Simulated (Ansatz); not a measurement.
# GaAsH₃+ (triplet): wave-function methods side by side, cc-pVTZ

Aim: climb from Hartree-Fock through coupled cluster for GaAsH₃+ (triplet) at one geometry and basis, and see what each rung misses.

Method: cc-pVTZ, core rule «outside noble gas», up to 28 orbitals frozen; program: Ansatz 0.2.0, Gaussian basis.

Plan: UHF; CCSD(T) on ROHF; CCSD(T) on UHF; BCCD(T) on ROHF; CCSDT(Q) on ROHF; CCSDT(Q) on UHF.

9 further runs of the same task are left out: 4 for a known fault of the program, 5 set aside as unsound or not needed.

## (1) What is computed

The geometry is a PBE0/def2-TZVP stationary point (not a proven minimum) of the parent state, kept for this charge and spin. No spin-orbit coupling is included. The filled d shell of Ga, As may be among the frozen orbitals whatever the setting's name suggests; the logs give the count.

5 atoms, charge 1, spin multiplicity 3.

Atoms are counted from 1 here; the program's logs count them from 0.

Bond lengths: Ga1–As2 2.429 Å, Ga1–H3 1.570 Å, Ga1–H4 1.571 Å, As2–H5 1.528 Å. Angles: As2–Ga1–H3 121.6°, As2–Ga1–H4 117.4°, H3–Ga1–H4 121.0°, Ga1–As2–H5 92.3°.

Coordinates:

```xyz
5
AsGaH3
Ga    0.0000    0.0144    1.2389
As    0.0000   -0.0335   -1.1898
H     0.0000    1.3675    2.0356
H     0.0000   -1.3662    1.9891
H     0.0000    1.4915   -1.2817
```

## (2) UHF

The input, in.yaml:

```yaml
crystal:
  periodic: [false, false, false]
  atoms:
    - {symbol: Ga, position_ang: [0.000000, 0.014415, 1.238887]}
    - {symbol: As, position_ang: [0.000000, -0.033499, -1.189827]}
    - {symbol: H, position_ang: [0.000000, 1.367489, 2.035604]}
    - {symbol: H, position_ang: [0.000000, -1.366169, 1.989099]}
    - {symbol: H, position_ang: [0.000000, 1.491546, -1.281680]}
basis:
  gaussian: {orbitals: cc-pVTZ}
total_charge: 1
magnetization: {spin_polarized: true, initial_magnetization: 2}
hamiltonian: {xc: hf}
output: {orbitals: {seedname: orbitals}}
```

On the command line:

```bash
ansatz run in.yaml --threads 1 --pin off --events-out ev --progress --plain --max-ram 4096MiB --backend cpu
```

Further steps of the session: CCSD(T) on ROHF; CCSD(T) on UHF; BCCD(T) on ROHF; CCSDT(Q) on ROHF; CCSDT(Q) on UHF.

Q: Predict the results of all the runs planned. Wanted: UCCSDT(Q) from the RHF energy; RMP2 from UCCSDT(Q); UMP2 from UCCSDT(Q); RCCSD from UCCSDT(Q); RCCSD(T) from UCCSDT(Q); UCCSD(T) from UCCSDT(Q); RCCSDT(Q) from UCCSDT(Q); T1 diagnostic.

As calculated:

| quantity | value |
| --- | --- |
| UCCSDT(Q) from the ROHF energy | -5.8318 eV |
| RMP2 from UCCSDT(Q) | +1189.5 meV |
| UMP2 from UCCSDT(Q) | +1197.5 meV |
| RCCSD from UCCSDT(Q) | +222.6 meV |
| RCCSD(T) from UCCSDT(Q) | +50.5 meV |
| UCCSD(T) from UCCSDT(Q) | +40.2 meV |
| RCCSDT(Q) from UCCSDT(Q) | +11.1 meV |
| levels within 1 kcal/mol (43 meV) | UCCSD(T), RCCSDT, UCCSDT, RCCSDT(Q) |
| T1 diagnostic | 0.027 |

What this shows: RCCSD(T) lands +50.5 meV from the yardstick (0.9 % of the correlation energy). These misses are within one basis, not against nature; the frozen cores of restricted and unrestricted runs differ, which can shift their rows.
